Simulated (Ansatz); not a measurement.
# CuF₃H₂NP: geometry optimisation

Aim: relax CuF₃H₂NP at this level.

Method: RKS CAM-B3LYP-D4/def2-SVP; program: Ansatz 0.2.0.

## Step 1: Where the work starts

8 atoms, charge 0, spin multiplicity 1.

Atoms are counted from 1 here; the program's logs count them from 0.

Bond lengths: N1–Cu2 1.796 Å, N1–H7 1.026 Å, N1–H8 1.026 Å, Cu2–P3 2.101 Å, P3–F4 1.604 Å, P3–F5 1.603 Å, P3–F6 1.609 Å. Angles: Cu2–N1–H7 119.6°, Cu2–N1–H8 119.6°, H7–N1–H8 107.4°, N1–Cu2–P3 179.6°, Cu2–P3–F4 116.9°, Cu2–P3–F5 116.7°, Cu2–P3–F6 123.9°, F4–P3–F5 99.3°, F4–P3–F6 97.5°, F5–P3–F6 97.8°.

Coordinates:

```
N     0.50731   -2.11637    0.86558
Cu    0.09632   -0.46870    0.27996
P    -0.37597    1.45676   -0.41628
F    -1.49391    1.56157   -1.56129
F     0.80402    2.27535   -1.12908
F    -0.92566    2.64136    0.52366
H    -0.09158   -2.90942    0.61116
H     1.47948   -2.44053    0.82630
```

## Step 2: Relaxation

The input, input.yaml:

```yaml
crystal:
  periodic: [false, false, false]
  atoms:
    - { symbol: "N", position_ang: [0.507311, -2.11637, 0.865584] }
    - { symbol: Cu, position_ang: [0.096321, -0.468702, 0.27996] }
    - { symbol: P, position_ang: [-0.375969, 1.456755, -0.416283] }
    - { symbol: F, position_ang: [-1.493911, 1.561568, -1.561292] }
    - { symbol: F, position_ang: [0.80402, 2.275355, -1.12908] }
    - { symbol: F, position_ang: [-0.925665, 2.641356, 0.523657] }
    - { symbol: H, position_ang: [-0.091575, -2.909418, 0.611158] }
    - { symbol: H, position_ang: [1.479478, -2.440532, 0.826296] }
basis:
  gaussian: { orbitals: def2-SVP }
hamiltonian:
  xc: { name: CAM-B3LYP }
  dispersion: d4
output:
  forces: true
relax:
  f_tol: 0.003
  max_steps: 120
```

The run is started by

```bash
ansatz run input.yaml --threads 1 --pin off --max-ram 2560MiB --backend cpu --events-out ev --progress --plain --runs-dir out
```

Output:

```text
Warning: RAYON_NUM_THREADS=1 ignored (pool sized by the plan → 1); use --threads N
The last accepted step is kept in <dir> (removed where the run ends without a failure and the disk answers)
Engine: ansatz 0.2.0, aarch64-unknown-linux-gnu
Functional definition: CAM-B3LYP
  parameter alpha = 0.19
  parameter beta = 0.46
  parameter omega = 0.33/bohr
  parameter ac = 0.81
  exchange = (1 - alpha - beta)*b88_x + beta*b88_x_sr(omega) + alpha*exact_x + beta*exact_x_lr(omega)
  correlation = (1 - ac)*vwn5_c + ac*lyp_c
1243 factors; integrals over basis functions are off by at most 5.0e-4 eV
313 factors; integrals over basis functions are off by at most 1.9e-6 eV
mean field evaluation 1: about -63576.0321 eV, gradient 8.1e1 eV
mean field evaluation 2: about -63488.3027 eV, gradient 2.4e2 eV
mean field evaluation 4: about -63588.2132 eV, gradient 1.8e1 eV
mean field evaluation 8: about -63588.6491 eV, gradient 7.6e-2 eV
mean field evaluation 16: about -63588.7128 eV, gradient 2.1e-4 eV
mean field -63588.71282005 eV, -2336.8420941592 hartree, gradient 4.0e-5 eV, S^2 0.000000; 0 other end points of the search recorded, 0 dependent functions left out
the calculation of the forces begins
reference -63588.71294540 eV, -2336.8420987658 hartree; 40, 40 occupied and 75, 75 virtual orbitals, 1243 factors
relax step   1: F+E_penalty+E_count = -63588.86550204 eV  Δ(F+E_penalty+E_count) = +0.000e0 eV  max|allowed force component| = 1.574e0 eV/Å  Δτ_max = 0.0000 Å  (33 SCF iters, accepted)
these checks for a lower state are left out or cut short: starts, cluster_reference, orbital_swaps, neighbouring_geometries, increment
1243 factors; integrals over basis functions are off by at most 4.8e-4 eV
313 factors; integrals over basis functions are off by at most 1.9e-6 eV
mean field -63588.75047216 eV, -2336.8434778488 hartree, gradient 1.7e-5 eV, S^2 0.000000; 0 other end points of the search recorded, 0 dependent functions left out
the calculation of the forces begins
reference -63588.75059747 eV, -2336.8434824539 hartree; 40, 40 occupied and 75, 75 virtual orbitals, 1243 factors
relax step   2: F+E_penalty+E_count = -63588.90320472 eV  Δ(F+E_penalty+E_count) = -3.770e-2 eV  max|allowed force component| = 9.609e-1 eV/Å  Δτ_max = 0.0217 Å  (38 SCF iters, accepted)
these checks for a lower state are left out or cut short: starts, cluster_reference, orbital_swaps, neighbouring_geometries, increment
1243 factors; integrals over basis functions are off by at most 4.7e-4 eV
313 factors; integrals over basis functions are off by at most 1.9e-6 eV
mean field evaluation 32: about -63588.7681 eV, gradient 6.1e-4 eV
mean field -63588.76813550 eV, -2336.8441269644 hartree, gradient 1.7e-5 eV, S^2 0.000000; 0 other end points of the search recorded, 0 dependent functions left out
the calculation of the forces begins
reference -63588.76826077 eV, -2336.8441315679 hartree; 40, 40 occupied and 75, 75 virtual orbitals, 1243 factors
relax step   3: F+E_penalty+E_count = -63588.92099561 eV  Δ(F+E_penalty+E_count) = -1.779e-2 eV  max|allowed force component| = 4.714e-2 eV/Å  Δτ_max = 0.0207 Å  (38 SCF iters, accepted)
these checks for a lower state are left out or cut short: starts, cluster_reference, orbital_swaps, neighbouring_geometries, increment
1243 factors; integrals over basis functions are off by at most 4.7e-4 eV
313 factors; integrals over basis functions are off by at most 1.9e-6 eV
mean field -63588.76861778 eV, -2336.8441446879 hartree, gradient 1.7e-5 eV, S^2 0.000000; 0 other end points of the search recorded, 0 dependent functions left out
the calculation of the forces begins
reference -63588.76874303 eV, -2336.8441492907 hartree; 40, 40 occupied and 75, 75 virtual orbitals, 1243 factors
relax step   4: F+E_penalty+E_count = -63588.92146736 eV  Δ(F+E_penalty+E_count) = -4.718e-4 eV  max|allowed force component| = 2.244e-2 eV/Å  Δτ_max = 0.0108 Å  (38 SCF iters, accepted)
these checks for a lower state are left out or cut short: starts, cluster_reference, orbital_swaps, neighbouring_geometries, increment
1243 factors; integrals over basis functions are off by at most 4.7e-4 eV
313 factors; integrals over basis functions are off by at most 1.9e-6 eV
mean field -63588.76877318 eV, -2336.8441503988 hartree, gradient 1.7e-5 eV, S^2 0.000000; 0 other end points of the search recorded, 0 dependent functions left out
the calculation of the forces begins
reference -63588.76889838 eV, -2336.8441549999 hartree; 40, 40 occupied and 75, 75 virtual orbitals, 1243 factors
relax step   5: F+E_penalty+E_count = -63588.92168881 eV  Δ(F+E_penalty+E_count) = -2.214e-4 eV  max|allowed force component| = 5.644e-2 eV/Å  Δτ_max = 0.0087 Å  (38 SCF iters, accepted)
these checks for a lower state are left out or cut short: starts, cluster_reference, orbital_swaps, neighbouring_geometries, increment
1243 factors; integrals over basis functions are off by at most 4.7e-4 eV
313 factors; integrals over basis functions are off by at most 1.9e-6 eV
mean field -63588.76919494 eV, -2336.8441658981 hartree, gradient 1.7e-5 eV, S^2 0.000000; 0 other end points of the search recorded, 0 dependent functions left out
the calculation of the forces begins
reference -63588.76932010 eV, -2336.8441704976 hartree; 40, 40 occupied and 75, 75 virtual orbitals, 1243 factors
relax step   6: F+E_penalty+E_count = -63588.92209205 eV  Δ(F+E_penalty+E_count) = -4.032e-4 eV  max|allowed force component| = 3.943e-2 eV/Å  Δτ_max = 0.0244 Å  (37 SCF iters, accepted)
these checks for a lower state are left out or cut short: starts, cluster_reference, orbital_swaps, neighbouring_geometries, increment
1243 factors; integrals over basis functions are off by at most 4.7e-4 eV
313 factors; integrals over basis functions are off by at most 1.9e-6 eV
mean field -63588.76922710 eV, -2336.8441670801 hartree, gradient 2.7e-5 eV, S^2 0.000000; 0 other end points of the search recorded, 0 dependent functions left out
the calculation of the forces begins
reference -63588.76935227 eV, -2336.8441716800 hartree; 40, 40 occupied and 75, 75 virtual orbitals, 1243 factors
relax step   7: F+E_penalty+E_count = -63588.92214840 eV  Δ(F+E_penalty+E_count) = -5.636e-5 eV  max|allowed force component| = 1.916e-2 eV/Å  Δτ_max = 0.0035 Å  (29 SCF iters, accepted)
these checks for a lower state are left out or cut short: starts, cluster_reference, orbital_swaps, neighbouring_geometries, increment
1243 factors; integrals over basis functions are off by at most 4.7e-4 eV
313 factors; integrals over basis functions are off by at most 1.9e-6 eV
mean field evaluation 64: about -63588.7692 eV, gradient 2.6e-4 eV
mean field -63588.76921772 eV, -2336.8441667353 hartree, gradient 1.7e-5 eV, S^2 0.000000; 0 other end points of the search recorded, 0 dependent functions left out
the calculation of the forces begins
reference -63588.76934290 eV, -2336.8441713355 hartree; 40, 40 occupied and 75, 75 virtual orbitals, 1243 factors
relax step   8: F+E_penalty+E_count = -63588.92216857 eV  Δ(F+E_penalty+E_count) = -2.017e-5 eV  max|allowed force component| = 6.048e-3 eV/Å  Δτ_max = 0.0039 Å  (30 SCF iters, accepted)
these checks for a lower state are left out or cut short: starts, cluster_reference, orbital_swaps, neighbouring_geometries, increment
1243 factors; integrals over basis functions are off by at most 4.7e-4 eV
313 factors; integrals over basis functions are off by at most 1.9e-6 eV
mean field -63588.76922523 eV, -2336.8441670114 hartree, gradient 7.2e-5 eV, S^2 0.000000; 0 other end points of the search recorded, 0 dependent functions left out
the calculation of the forces begins
reference -63588.76935041 eV, -2336.8441716117 hartree; 40, 40 occupied and 75, 75 virtual orbitals, 1243 factors
relax step   9: F+E_penalty+E_count = -63588.92217127 eV  Δ(F+E_penalty+E_count) = -2.693e-6 eV  max|allowed force component| = 2.548e-3 eV/Å  Δτ_max = 0.0016 Å  (26 SCF iters, accepted)
1243 factors; integrals over basis functions are off by at most 4.7e-4 eV
313 factors; integrals over basis functions are off by at most 1.9e-6 eV
mean field -63588.76922523 eV, -2336.8441670114 hartree, gradient 7.2e-5 eV, S^2 0.000000; 1 other end points of the search recorded, 0 dependent functions left out
the calculation of the forces begins
reference -63588.76935041 eV, -2336.8441716117 hartree; 40, 40 occupied and 75, 75 virtual orbitals, 1243 factors
Total energy: -63588.92229645 eV, -2336.8497922748 hartree
Atom 0 at     0.509698    -2.115622     0.823890 Å, force     0.000092     0.000977    -0.000259 eV/Å
Atom 1 at     0.106905    -0.477482     0.230626 Å, force    -0.000035    -0.000220    -0.000281 eV/Å
Atom 2 at    -0.373584     1.467646    -0.448432 Å, force    -0.000255     0.000221     0.002548 eV/Å
Atom 3 at    -1.488026     1.607793    -1.553965 Å, force     0.000295     0.000075    -0.000893 eV/Å
Atom 4 at     0.767281     2.307558    -1.138798 Å, force    -0.000100    -0.000103    -0.001061 eV/Å
Atom 5 at    -0.900740     2.574143     0.545029 Å, force     0.000148    -0.000417    -0.000133 eV/Å
Atom 6 at    -0.089221    -2.917385     0.649315 Å, force     0.000186    -0.000351    -0.000069 eV/Å
Atom 7 at     1.467697    -2.446638     0.892335 Å, force    -0.000331    -0.000182     0.000147 eV/Å
Dipole moment:    -0.057209     0.300802    -0.218554 e Å
```

It took 89 s on 1 thread of Arm Neoverse V1, shared host; peak memory 0.35 GiB.

Step by step:

```
step  energy from step 1 (eV)  largest force component (eV/Å)
   1                   0.0000                          1.5737
   2                  -0.0377                          0.9609
   3                  -0.0555                          0.0471
   4                  -0.0560                          0.0224
   5                  -0.0562                          0.0564
   6                  -0.0566                          0.0394
   7                  -0.0566                          0.0192
   8                  -0.0567                          0.0060
   9                  -0.0567                          0.0025
```

Close pairs (by a distance rule), those that changed most:

```
  bond  before (Å)  after (Å)  change (Å)
 P3–F6       1.609      1.578      -0.031
 P3–F4       1.604      1.576      -0.028
 P3–F5       1.603      1.576      -0.027
Cu2–P3       2.101      2.116      +0.014
 N1–H7       1.026      1.016      -0.010
 N1–H8       1.026      1.016      -0.010
N1–Cu2       1.796      1.788      -0.008
```

## Step 3: Results

| quantity | value |
| --- | --- |
| energy gained | 0.0567 eV |
| root mean square move | 0.052 Å |
| dipole moment | 1.81 D |

**Reading.** Bond lengths: N1–Cu2 1.788 Å, N1–H7 1.016 Å, N1–H8 1.016 Å, Cu2–P3 2.116 Å, P3–F4 1.576 Å, P3–F5 1.576 Å, P3–F6 1.578 Å. Angles: Cu2–N1–H7 122.2°, Cu2–N1–H8 122.2°, H7–N1–H8 108.1°, N1–Cu2–P3 179.3°, Cu2–P3–F4 117.9°, Cu2–P3–F5 117.8°, Cu2–P3–F6 121.2°, F4–P3–F5 99.0°, F4–P3–F6 98.2°, F5–P3–F6 98.3°. No frequencies were computed here.
